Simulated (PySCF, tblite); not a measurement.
# C6H5F: circular dichroism and optical rotation, excited states

What do calculations give for the circular dichroism and optical rotation, excited states of C6H5F (`C#CC(C)=C=CF`)?

Computed with tblite 0.8.0 and PySCF 2.14.0 and routines of our own; the level stands in each step. Atoms count from 0.

### 1 The starting structure

12 atoms, charge 0, multiplicity 1; geometry from: force field or distance geometry start.

### 2 Geometry optimisation with GFN2-xTB

Job settings and geometry (Å):

```
{"job": {"kind": "relax", "xc": "GFN2-xTB", "basis": "xTB"}, "charge": 0, "multiplicity": 1}
C     -1.815200     1.981300     0.409400
C     -1.114300     1.039100     0.194300
C     -0.284400    -0.094500    -0.034100
C     -0.717700    -1.469200    -0.231100
C      0.994500     0.130800    -0.092200
C      2.283200     0.347500    -0.143000
F      2.917700     0.248300     1.036900
H     -2.459600     2.824200     0.585900
H     -1.707800    -1.633800     0.243200
H     -0.745500    -1.796400    -1.289600
H     -0.042000    -2.151200     0.372700
H      2.692300     0.573100    -1.078400
```

On the command line:

```
OMP_NUM_THREADS=1 python excited_run.py task.json out
```

This one command runs all jobs of the session in turn.

Standard output:

```text
step      E/eV     max force
  0    -543.30568    2.792
  1    -543.41760    3.210
  2    -543.49894    2.227
  3    -543.57167    1.229
  4    -543.60919    1.672
  5    -543.67163    0.906
  6    -543.70010    0.328
  7    -543.70589    0.279
  8    -543.71256    0.206
  9    -543.71644    0.225
 10    -543.72001    0.168
 11    -543.72206    0.122
 12    -543.72442    0.150
 13    -543.72799    0.203
 14    -543.73338    0.237
 15    -543.73929    0.225
 16    -543.74395    0.190
 17    -543.74757    0.166
 18    -543.75133    0.185
 19    -543.75457    0.154
 20    -543.75650    0.111
 21    -543.75769    0.114
 22    -543.75872    0.094
 23    -543.75962    0.085
 24    -543.76015    0.052
 25    -543.76039    0.034
 26    -543.76054    0.041
 27    -543.76069    0.035
 28    -543.76080    0.032
 29    -543.76090    0.029
 30    -543.76104    0.037
 31    -543.76124    0.048
 32    -543.76154    0.049
 33    -543.76192    0.059
 34    -543.76234    0.072
 35    -543.76284    0.074
 36    -543.76346    0.082
 37    -543.76408    0.081
 38    -543.76463    0.060
 39    -543.76513    0.057
 40    -543.76578    0.087
 41    -543.76686    0.128
 42    -543.76854    0.143
 43    -543.77064    0.120
 44    -543.77192    0.179
 45    -543.77191    0.236
 46    -543.77511    0.142
 47    -543.77600    0.086
 48    -543.77696    0.057
 49    -543.77755    0.073
 50    -543.77789    0.058
 51    -543.77820    0.048
 52    -543.77870    0.059
 53    -543.77893    0.046
 54    -543.77914    0.036
 55    -543.77934    0.035
 56    -543.77960    0.042
 57    -543.77996    0.057
 58    -543.78042    0.074
 59    -543.78091    0.079
 60    -543.78120    0.074
 61    -543.78179    0.065
 62    -543.78234    0.059
 63    -543.78349    0.061
 64    -543.78402    0.066
 65    -543.78435    0.048
 66    -543.78457    0.039
 67    -543.78474    0.035
 68    -543.78487    0.028
 69    -543.78501    0.027
 70    -543.78507    0.021
 71    -543.78517    0.029
 72    -543.78528    0.047
 73    -543.78547    0.062
 74    -543.78570    0.061
 75    -543.78587    0.037
 76    -543.78596    0.020
 77    -543.78601    0.020
 78    -543.78606    0.022
 79    -543.78610    0.019
 80    -543.78614    0.016
 81    -543.78618    0.020
 82    -543.78622    0.021
 83    -543.78626    0.019
 84    -543.78629    0.011
 85    -543.78631    0.013
 86    -543.78633    0.017
 87    -543.78636    0.022
 88    -543.78639    0.020
 89    -543.78644    0.014
 90    -543.78647    0.014
 91    -543.78651    0.015
 92    -543.78654    0.015
 93    -543.78655    0.007
```

Run time: 0.41 s. Hardware: 1 thread of Arm Neoverse V1, shared host.

The steps of the relaxation: (not every step is listed)

| step | energy from step 0 (eV) | largest force (eV/Å) |
| --- | --- | --- |
| 0 | 0.0000 | 2.7920 |
| 1 | -0.1119 | 3.2103 |
| 2 | -0.1933 | 2.2266 |
| 3 | -0.2660 | 1.2287 |
| 4 | -0.3035 | 1.6722 |
| 5 | -0.3659 | 0.9057 |
| 6 | -0.3944 | 0.3284 |
| 7 | -0.4002 | 0.2786 |
| 8 | -0.4069 | 0.2064 |
| 16 | -0.4383 | 0.1898 |
| 24 | -0.4545 | 0.0517 |
| 32 | -0.4559 | 0.0489 |
| 40 | -0.4601 | 0.0872 |
| 48 | -0.4713 | 0.0574 |
| 56 | -0.4739 | 0.0417 |
| 64 | -0.4783 | 0.0664 |
| 72 | -0.4796 | 0.0471 |
| 80 | -0.4805 | 0.0164 |
| 88 | -0.4807 | 0.0203 |
| 89 | -0.4808 | 0.0140 |
| 90 | -0.4808 | 0.0140 |
| 91 | -0.4808 | 0.0151 |
| 92 | -0.4809 | 0.0145 |
| 93 | -0.4809 | 0.0071 |

Close pairs (by a distance rule), those that changed most:

| bond | before (Å) | after (Å) | change (Å) |
| --- | --- | --- | --- |
| C2–C3 | 1.455 | 1.503 | +0.048 |
| C3–H10 | 1.134 | 1.087 | -0.047 |
| C5–H11 | 1.046 | 1.082 | +0.037 |
| C0–H7 | 1.076 | 1.049 | -0.026 |
| C3–H8 | 1.110 | 1.089 | -0.021 |
| C3–H9 | 1.108 | 1.089 | -0.019 |
| C4–C5 | 1.308 | 1.294 | -0.014 |
| C5–F6 | 1.343 | 1.355 | +0.012 |

The next job starts from the end point, and lists it.

### 3 Infrared spectrum with GFN2-xTB

Job settings and geometry (Å):

```
{"job": {"kind": "ir", "xc": "GFN2-xTB", "basis": "xTB"}, "charge": 0, "multiplicity": 1}
C     -1.912622     1.881825     0.255971
C     -1.114039     0.995124     0.128398
C     -0.203660    -0.082837    -0.020992
C     -0.806533    -1.450683    -0.177744
C      1.086544     0.136970    -0.033556
C      2.364396     0.341254    -0.048522
F      3.124676     0.317468     1.072922
H     -2.600651     2.665679     0.369728
H     -1.416777    -1.683346     0.693889
H     -1.450955    -1.471864    -1.055725
H     -0.028336    -2.202000    -0.282703
H      2.959156     0.551724    -0.927692
```

Standard output:

```text
mode    cm-1     km/mol
  1      83.1      0.24
  2     114.5      0.46
  3     125.8      0.72
  4     168.8      0.77
  5     219.6      2.51
  6     287.7      4.69
  7     403.9      2.11
  8     465.7      4.02
  9     503.7      3.74
 10     548.4      2.20
 11     653.5     14.61
 12     670.0     20.45
 13     749.6      5.99
 14     760.5      6.63
 15     969.2     41.38
 16    1021.1     14.05
 17    1036.6    214.55
 18    1193.1     12.07
 19    1208.2     12.38
 20    1387.8      2.70
 21    1407.9     40.30
 22    1465.0      5.60
 23    1475.6     17.45
 24    2053.3     22.64
 25    2255.0      0.13
 26    3013.8     18.22
 27    3025.5     14.02
 28    3037.8     17.52
 29    3053.0     19.83
 30    3393.9      6.66
```

It took 0.25 s on 1 thread of Arm Neoverse V1, shared host.

Which atoms move in the most intense modes:

| cm⁻¹ | km/mol | atoms |
| --- | --- | --- |
| 670 | 20.4 | H7 78 % |
| 969 | 41.4 | H10 26 %, C5 18 %, F6 12 %, H8 11 % |
| 1037 | 214.6 | C5 31 %, F6 24 %, H8 11 % |
| 1408 | 40.3 | C2 42 %, C5 38 % |
| 2053 | 22.6 | C4 66 %, C5 17 %, C2 16 % |
| 3014 | 18.2 | H9 57 %, H8 34 % |
| 3038 | 17.5 | H11 93 % |
| 3053 | 19.8 | H10 93 % |

### 4 Circular dichroism and optical rotation: TDDFT CAM-B3LYP/def2-SVPD

Settings changed since step 3:

```diff
@@ -1,2 +1,2 @@
-{"job": {"kind": "ir", "xc": "GFN2-xTB", "basis": "xTB"}, "charge": 0, "multiplicity": 1}
+{"job": {"kind": "ecd", "xc": "CAM-B3LYP", "basis": "def2-SVPD", "nstates": 8}, "charge": 0, "multiplicity": 1}
 C     -1.912622     1.881825     0.255971
```

Method: TDDFT CAM-B3LYP/def2-SVPD circular dichroism and optical rotation, one conformer, gas phase.

Standard output:

```text
coarse grid: 10704 points
cycle   1  E = -330.8388928577  dE =  1.142e+00  |g| = 4.882e-01  |ddm| = 1.297e+01
cycle   2  E = -330.8438157908  dE = -4.923e-03  |g| = 5.311e-01  |ddm| = 2.282e+00
cycle   3  E = -330.8914893935  dE = -4.767e-02  |g| = 6.805e-02  |ddm| = 6.534e-01
cycle   4  E = -330.8921880542  dE = -6.987e-04  |g| = 3.190e-02  |ddm| = 1.997e-01
cycle   5  E = -330.8923966044  dE = -2.086e-04  |g| = 1.266e-02  |ddm| = 1.159e-01
cycle   6  E = -330.8924327475  dE = -3.614e-05  |g| = 3.708e-03  |ddm| = 2.738e-02
cycle   7  E = -330.8924361135  dE = -3.366e-06  |g| = 1.012e-03  |ddm| = 1.096e-02
final grid: 105712 points
cycle   8  E = -330.9564755482  dE = -2.979e-05  |g| = 4.191e-03  |ddm| = 1.410e-01
cycle   9  E = -330.9564742574  dE =  1.291e-06  |g| = 5.184e-03  |ddm| = 1.640e-02
cycle  10  E = -330.9564789161  dE = -4.659e-06  |g| = 4.578e-04  |ddm| = 5.673e-03
cycle  11  E = -330.9564789562  dE = -4.003e-08  |g| = 2.009e-04  |ddm| = 1.495e-03
cycle  12  E = -330.9564789646  dE = -8.427e-09  |g| = 1.064e-04  |ddm| = 5.868e-04
cycle  13  E = -330.9564789672  dE = -2.623e-09  |g| = 1.695e-05  |ddm| = 2.053e-04
cycle  14  E = -330.9564789673  dE = -8.765e-11  |g| = 6.584e-06  |ddm| = 7.631e-05
converged SCF energy = -330.9564789673

Singlet excitations and rotatory strengths (1e-40 esu^2 cm^2)
state   eV       nm     f(len)   f(vel)    R(len)    R(vel)   main configurations
  1   4.8037   258.1  0.00052  0.00037     0.437     0.312   H-1->L 0.97
  2   5.5619   222.9  0.00386  0.00375   -23.023   -22.433   H-2->L 0.89
  3   5.6571   219.2  0.28988  0.28311    31.542    31.234   H->L 0.83
  4   5.9738   207.5  0.00026  0.00038    -2.858    -3.140   H->L+1 0.59, H->L+2 0.30
  5   6.9383   178.7  0.00206  0.00229    -1.948    -2.235   H->L+5 0.53, H->L+2 0.14, H->L+1 0.13
  6   7.1195   174.1  0.00946  0.01033   -18.780   -18.185   H->L+2 0.46, H->L+5 0.19, H->L+1 0.17
  7   7.2901   170.1  0.05175  0.05158     3.789     3.142   H-3->L 0.41, H-2->L+1 0.14, H-1->L+1 0.12
  8   7.4127   167.3  0.09471  0.09343    31.793    30.962   H-1->L+1 0.43, H-1->L+2 0.31

Specific rotation (deg / (dm g/mL))
    nm     length   length(OI)   velocity    alpha(len)  alpha(vel)
  633.0      72.19      74.19      65.56       79.345     79.543
  589.3      85.27      87.61      77.49       79.858     80.056
  546.0     102.29     105.09      93.03       80.511     80.708
  436.0     181.68     186.52     165.71       83.355     83.548
  405.0     223.20     229.08     203.80       84.735     84.924
  365.0     305.08     312.99     278.97       87.286     87.467
  355.0     333.54     342.15     305.08       88.128     88.305
```

Run time: 42 s. Hardware: 1 thread of Arm Neoverse V1, shared host; peak memory 0.86 GiB.

### 5 Excited states: TDA BHandHLYP/def2-SVPD

Settings changed since step 4:

```diff
@@ -1,2 +1,2 @@
-{"job": {"kind": "ecd", "xc": "CAM-B3LYP", "basis": "def2-SVPD", "nstates": 8}, "charge": 0, "multiplicity": 1}
+{"job": {"kind": "states", "xc": "BHandHLYP", "basis": "def2-SVPD", "tda": true, "soc": true, "nstates": 5, "ntriplets": 6, "nquad": 4}, "charge": 0, "multiplicity": 1}
 C     -1.912622     1.881825     0.255971
```

Method: TDA BHandHLYP/def2-SVPD excited states, vertical, gas phase, spin-orbit mean-field couplings.

Standard output:

```text
coarse grid: 10704 points
cycle   1  E = -330.8298557452  dE =  1.193e+00  |g| = 4.824e-01  |ddm| = 1.085e+01
cycle   2  E = -330.8484142921  dE = -1.856e-02  |g| = 4.546e-01  |ddm| = 2.106e+00
cycle   3  E = -330.8843521333  dE = -3.594e-02  |g| = 6.383e-02  |ddm| = 5.991e-01
cycle   4  E = -330.8849705916  dE = -6.185e-04  |g| = 3.181e-02  |ddm| = 2.032e-01
cycle   5  E = -330.8851862376  dE = -2.156e-04  |g| = 1.220e-02  |ddm| = 9.434e-02
cycle   6  E = -330.8852214262  dE = -3.519e-05  |g| = 3.151e-03  |ddm| = 2.374e-02
cycle   7  E = -330.8852238952  dE = -2.469e-06  |g| = 6.453e-04  |ddm| = 9.426e-03
final grid: 105712 points
cycle   8  E = -330.9270715097  dE = -1.726e-05  |g| = 2.893e-03  |ddm| = 1.205e-01
cycle   9  E = -330.9270715230  dE = -1.335e-08  |g| = 3.066e-03  |ddm| = 1.285e-02
cycle  10  E = -330.9270732168  dE = -1.694e-06  |g| = 3.045e-04  |ddm| = 3.463e-03
cycle  11  E = -330.9270732344  dE = -1.759e-08  |g| = 1.068e-04  |ddm| = 1.093e-03
cycle  12  E = -330.9270732371  dE = -2.771e-09  |g| = 5.716e-05  |ddm| = 3.652e-04
cycle  13  E = -330.9270732379  dE = -7.954e-10  |g| = 1.180e-05  |ddm| = 1.491e-04
converged SCF energy = -330.9270732379

Singlet excitations
state   eV       nm        f     d(h-e)  d(exc)  Lambda  PR(NTO)  |dmu|/D   mu/D   main configurations
  1   4.9370   251.1   0.00077   1.080   2.780   0.510   1.028    2.854    2.102   H-1->L 0.95
  2   5.6645   218.9   0.00086   0.973   2.704   0.431   1.106    3.169    4.671   H-2->L 0.87
  3   5.8996   210.2   0.31108   0.549   2.813   0.756   1.517    1.502    3.172   H->L 0.72
  4   6.0461   205.1   0.00047   0.515   2.820   0.443   1.194    1.336    3.063   H->L+2 0.43, H->L+1 0.41
  5   6.9876   177.4   0.00149   0.166   2.677   0.463   1.399                     H->L+5 0.56, H->L+1 0.14

Triplet excitations (Tamm-Dancoff)
state   eV     d(h-e)  d(exc)  Lambda  PR(NTO)   main configurations
  1   3.4670   0.149   2.557   0.796   1.096   H->L 0.90
  2   4.5312   1.065   2.731   0.508   1.027   H-1->L 0.94
  3   4.6756   0.127   2.090   0.572   1.034   H-1->L+2 0.36, H-1->L+1 0.32, H-1->L+5 0.15
  4   5.2442   0.703   2.562   0.430   1.446   H-2->L 0.71
  5   5.4811   0.152   2.088   0.608   2.513   H-3->L 0.31, H-2->L+5 0.15, H-2->L+2 0.13
  6   5.7550   0.680   2.776   0.440   1.489   H->L+2 0.38, H->L+1 0.37, H-2->L 0.13
S1 - T1 = 1.4700 eV

Spin-orbit couplings |<S|Hso|T>| (cm-1)
             T1       T2       T3       T4       T5       T6
S0        0.322   10.976    0.247    4.751    0.340   10.296
S1        4.609    0.382    8.443    0.685    1.495    0.373
S2        6.592    0.892    1.421    0.625    0.766    0.264
S3        0.467    4.793    0.172   15.553    0.196    3.549
S4        4.486    0.263    3.263    0.614    1.802    0.234
S5        7.003    0.213    2.152    0.929    2.529    1.996
T1 sublevels (cm-1): 0.000 0.002 0.002   radiative rates (1/s): 0.0758 0.00797 0.0188
```

It took 21 s on 1 thread of Arm Neoverse V1, shared host; peak memory 0.66 GiB.

Key values:

| quantity | value |
| --- | --- |
| S1 less T1 | 1.47 eV |

### 6 Results

```
                                                                                      quantity                                                          value
                                                     strongest single infrared mode (GFN2-xTB)                                          1037 cm⁻¹, 215 km/mol
                                                                  zero-point energy (GFN2-xTB)                                                  52.5 kcal/mol
state of largest rotatory strength (velocity form) among 8 (step 4, TDDFT CAM-B3LYP/def2-SVPD)  5.66 eV, R = +31.2 (velocity), +31.5 (length) ·10⁻⁴⁰ esu² cm²
                             specific rotation at 633.0 nm (step 4, TDDFT CAM-B3LYP/def2-SVPD)                                 65.6 (velocity), 72.2 (length)
                                                  S1 less T1 (step 5, TDA BHandHLYP/def2-SVPD)                                                        1.47 eV
```

What this shows: No mode is imaginary among the 30: a minimum at this level. The strongest single mode, at 1037 cm⁻¹, is spread over many atoms; the largest shares are those of C5, F6. GFN2-xTB is a fitted tight-binding method: band positions and strengths are rough. Its intensities can rank the bands wrongly. Rotations belong to one conformer and to the handedness of the start. The length form depends on the origin in a finite basis. In step 5, the number of triplets below S1 is 3, and the largest singlet-triplet spin-orbit coupling is S3–T4, 15.55 cm⁻¹.
